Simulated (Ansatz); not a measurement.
# C₂HF₂I: a ladder of functionals and wavefunction methods

One table from this session's results is given with a row withheld; the runs are named, their logs left out.

Method: functionals in def2-TZVPP, the program's frozen cores in correlated methods; program: Ansatz 0.2.0, Gaussian basis.

Plan: LDA (SPW92), PBE-D4, revPBE-D4, BLYP-D4, r2SCAN-D4, B97M-V, PBE0-D4, B3LYP-D4, r2SCANh-D4, r2SCAN0-D4, HSE06-D4, BHLYP-D4, CAM-B3LYP-D4, LC-ωPBE, ωB97X-V, ωB97M-V, B2PLYP, PBE-QIDH; CCSD(T)/def2-SVP; CCSD(T)/def2-TZVPP; MP2/def2-QZVPP; extrapolation to the limit; RPA on PBE.

## Structure used throughout

All runs share one geometry, relaxed beforehand with PBE0-D4 in a triple-zeta def2 set. I takes the def2 core potential; no spin-orbit term is included.

SMILES `F/C=C(/F)I`, 6 atoms, charge 0, spin multiplicity 1.

Atoms are counted from 1 here; the program's logs count them from 0.

Bond lengths: F1–C2 1.327 Å, C2–C3 1.323 Å, C2–H6 1.083 Å, C3–F4 1.329 Å, C3–I5 2.060 Å. Angles: F1–C2–C3 121.9°, F1–C2–H6 115.1°, C3–C2–H6 123.0°, C2–C3–F4 119.7°, C2–C3–I5 124.9°, F4–C3–I5 115.4°.

The first run:

in.yaml reads:

```yaml
crystal:
  periodic: [false, false, false]
  atoms:
    - {symbol: F, position_ang: [-1.530446, 0.850937, 0.092065]}
    - {symbol: C, position_ang: [-0.471572, 0.194815, 0.549884]}
    - {symbol: C, position_ang: [0.478454, -0.248817, -0.256982]}
    - {symbol: F, position_ang: [1.519726, -0.900740, 0.249082]}
    - {symbol: I, position_ang: [0.493271, -0.013302, -2.303828]}
    - {symbol: H, position_ang: [-0.447331, 0.053007, 1.623580]}
basis:
  gaussian: {orbitals: def2-TZVPP}
hamiltonian: {xc: lda}
output: {orbitals: {seedname: orbitals}}
```

Command:

```bash
> ansatz run in.yaml --threads 2 --pin off --events-out ev --progress --plain --max-ram 4352MiB
```

Steps of the session up to this table: LDA; PBE-D4 (GGA); revPBE-D4 (GGA); BLYP-D4 (GGA); r2SCAN-D4 (meta-GGA); B97M-V (meta-GGA); PBE0-D4 (hybrid); B3LYP-D4 (hybrid); r2SCANh-D4 (hybrid); r2SCAN0-D4 (hybrid); HSE06-D4 (hybrid); BHLYP-D4 (hybrid); CAM-B3LYP-D4 (range-separated); LC-ωPBE (range-separated); ωB97X-V (range-separated); ωB97M-V (range-separated); B2PLYP (double hybrid); PBE-QIDH (double hybrid).

One table of the session follows, with a row left open; its other results are not shown here.

It belongs to the step «Frontier levels by functional». 

```
  functional  HOMO (eV)  gap (eV)
 LDA (SPW92)      -6.21      4.00
      PBE-D4      -6.01      4.02
   revPBE-D4      -5.94      4.04
     BLYP-D4      -5.87      3.96
   r2SCAN-D4      -6.25      4.46
      B97M-V      -6.28      4.57
     PBE0-D4      -7.21      6.13
    B3LYP-D4      -7.00      5.64
  r2SCANh-D4      -6.70      5.24
  r2SCAN0-D4      -7.37      6.41
    HSE06-D4      -6.81      5.35
    BHLYP-D4      -8.25      8.12
CAM-B3LYP-D4      -8.51      8.48
     LC-ωPBE          ?         ?
     ωB97X-V      -9.45     10.54
     ωB97M-V      -9.34     10.27
```

**Question.** Estimate the row for LC-ωPBE.

The run gave: HOMO (eV): -9.81; gap (eV): 11.01. In the column «HOMO (eV)» it is the lowest.
